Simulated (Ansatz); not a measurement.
# Eu: the cost of one run

Program: Ansatz 0.2.0, driven from Python. Level of theory: DFT PBE+D3(BJ) with three-body term, plane waves, PAW. These are calculated values, not measurements.

## (1) Starting point

Symmetry: Im-3m, No. 229, cubic system. Conventional cell: a = 4.606 Å, b = 4.606 Å, c = 4.606 Å, α = 90.00°, β = 90.00°, γ = 90.00°. Around Eu (site symmetry m-3m) lie 8 Eu at 3.99 Å.

No structure file is read: the coordinates are typed or built in the script.

## (2) The code

Input file eu.py:

```python
# -*- coding: utf-8 -*-
'''A shear strain scan of Eu.'''

import ansatz as az
import matplotlib.pyplot as plt
import numpy as np

VECTORS = np.array([
    [-2.303, 2.303, 2.303],
    [2.303, -2.303, 2.303],
    [2.303, 2.303, -2.303],
])
SITES = [
    ('Eu', (0.0, 0.0, 0.0), 7),
]


def crystal_on(cell):
    crystal = az.Crystal(lattice=az.Lattice.of(cell))
    for symbol, position, moment in SITES:
        crystal = crystal.atom(symbol, position, moment=moment or None)
    return crystal


def main():
    # clamped ions: the fractional positions stay as typed
    values = np.linspace(-0.02, 0.02, 7)
    energies = []
    for d in values:
        strain = np.array([[0, d / 2, 0], [d / 2, 0, 0], [0, 0, 0]])
        cell = VECTORS @ (np.eye(3) + strain)
        setup = (
            crystal_on(cell).calculation()
            .functional(az.Functional.PBE, dispersion='d3bjatm')
            .pseudopotentials('paw')
            .occupations('Fermi-Dirac')
            .spin('collinear')
            .scf(tolerance=1e-08)
            .basis(520)
            .kpoints(7, 7, 7)
        )
        report = setup.run().report
        energies.append(report['free_energy_ev'] / len(SITES))
    energies = np.array(energies)

    for value, e in zip(values, energies):
        print(f'strain {value:7.3f}   E - Emin = {1000 * (e - energies.min()):9.3f} meV/atom')
    plt.figure(figsize=(4.5, 3))
    plt.plot(values, 1000 * (energies - energies.min()), 'o-')
    plt.xlabel('strain')
    plt.ylabel('meV/atom')
    plt.tight_layout()
    plt.savefig('strain.png', dpi=100)
    curvature = 2 * np.polyfit(values, energies, 3)[1]
    volume = abs(np.linalg.det(VECTORS)) / len(SITES)
    print(f'd2E/dd2 over the volume: {curvature / volume * 160.21766:.1f} GPa')


if __name__ == '__main__':
    main()
```

## (3) Running it

Launch:

```console
> python eu.py
```

What time and memory should one allow on 1 thread of Intel Xeon Platinum 8259CL at 2.50GHz (Skylake/Cascade Lake), shared host?

About 75 s, with a peak of 0.57 GiB.
